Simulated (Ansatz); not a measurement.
# AlGaH4SSi: small, medium and large basis sets

An exercise on one series of results from a longer session: the logs are not shown, and one member is left open.

Computed with Ansatz 0.2.0, Gaussian basis. Level: one geometry, several basis sets.

The runs, in order: PBE0-D4/def2-SVP; ωB97M-V/def2-SVP; PBE0-D4/def2-QZVPP; ωB97M-V/def2-QZVPP; the functionals' def2-TZVPP values are taken from earlier runs.

## The geometry

The geometry comes from an earlier relaxation with PBE0-D4 in a triple-zeta def2 set; it is a stationary point, not always the lowest conformer.

8 atoms, charge 0, spin multiplicity 1.

Atoms are counted from 1 here; the program's logs count them from 0.

Bond lengths: Al1–Si2 2.440 Å, Al1–S4 2.193 Å, Al1–H5 1.584 Å, Si2–Ga3 2.413 Å, Si2–H6 1.491 Å, Si2–H7 1.492 Å, Ga3–S4 2.250 Å, Ga3–H8 1.565 Å. Angles: Si2–Al1–S4 98.5°, Si2–Al1–H5 139.1°, S4–Al1–H5 122.4°, Al1–Si2–Ga3 77.4°, Al1–Si2–H6 121.0°, Al1–Si2–H7 117.3°, Ga3–Si2–H6 116.6°, Ga3–Si2–H7 113.3°, H6–Si2–H7 108.3°, Si2–Ga3–S4 97.8°, Si2–Ga3–H8 144.8°, S4–Ga3–H8 117.5°, Al1–S4–Ga3 86.1°.

As a file:

| atom | x (Å) | y (Å) | z (Å) |
| --- | --- | --- | --- |
| Al1 | -0.4836 | 1.0520 | -1.1889 |
| Si2 | 0.9232 | 0.4677 | 0.7170 |
| Ga3 | -0.4621 | -1.4921 | 0.4643 |
| S4 | -1.5905 | -0.8327 | -1.3668 |
| H5 | -0.7456 | 2.2833 | -2.1505 |
| H6 | 0.8109 | 1.2037 | 2.0083 |
| H7 | 2.3677 | 0.2091 | 0.4488 |
| H8 | -0.8199 | -2.8910 | 1.0678 |

Set-up of the first run:

Input file in.yaml:

```yaml
crystal:
  periodic: [false, false, false]
  atoms:
    - {symbol: Al, position_ang: [-0.483649, 1.052050, -1.188941]}
    - {symbol: Si, position_ang: [0.923211, 0.467742, 0.716976]}
    - {symbol: Ga, position_ang: [-0.462068, -1.492119, 0.464280]}
    - {symbol: S, position_ang: [-1.590532, -0.832706, -1.366769]}
    - {symbol: H, position_ang: [-0.745649, 2.283294, -2.150450]}
    - {symbol: H, position_ang: [0.810868, 1.203683, 2.008303]}
    - {symbol: H, position_ang: [2.367680, 0.209088, 0.448765]}
    - {symbol: H, position_ang: [-0.819862, -2.891022, 1.067835]}
basis:
  gaussian: {orbitals: def2-SVP}
hamiltonian: {xc: pbe0, dispersion: d4}
output: {orbitals: {seedname: orbitals}}
```

Among the steps run: PBE0-D4 in def2-SVP; ωB97M-V in def2-SVP; PBE0-D4 in def2-QZVPP; ωB97M-V in def2-QZVPP.

One table of the session follows, with a row left open; its other results are not shown here.

It belongs to the step «Density functionals: the series». 

| functional | basis | HOMO (eV) | LUMO (eV) |
| --- | --- | --- | --- |
| PBE0-D4 | def2-SVP | -7.01 | -2.01 |
| PBE0-D4 | def2-TZVPP | -6.97 | -2.08 |
| PBE0-D4 | def2-QZVPP | ? | ? |
| ωB97M-V | def2-SVP | -8.87 | -0.19 |
| ωB97M-V | def2-TZVPP | -8.87 | -0.32 |
| ωB97M-V | def2-QZVPP | -8.88 | -0.39 |

**Question.** Estimate the row for PBE0-D4, def2-QZVPP.

**Answer.** HOMO (eV): -6.98; LUMO (eV): -2.10. In the column «HOMO (eV)» it lies between PBE0-D4, def2-SVP (-7.01) and PBE0-D4, def2-TZVPP (-6.97).
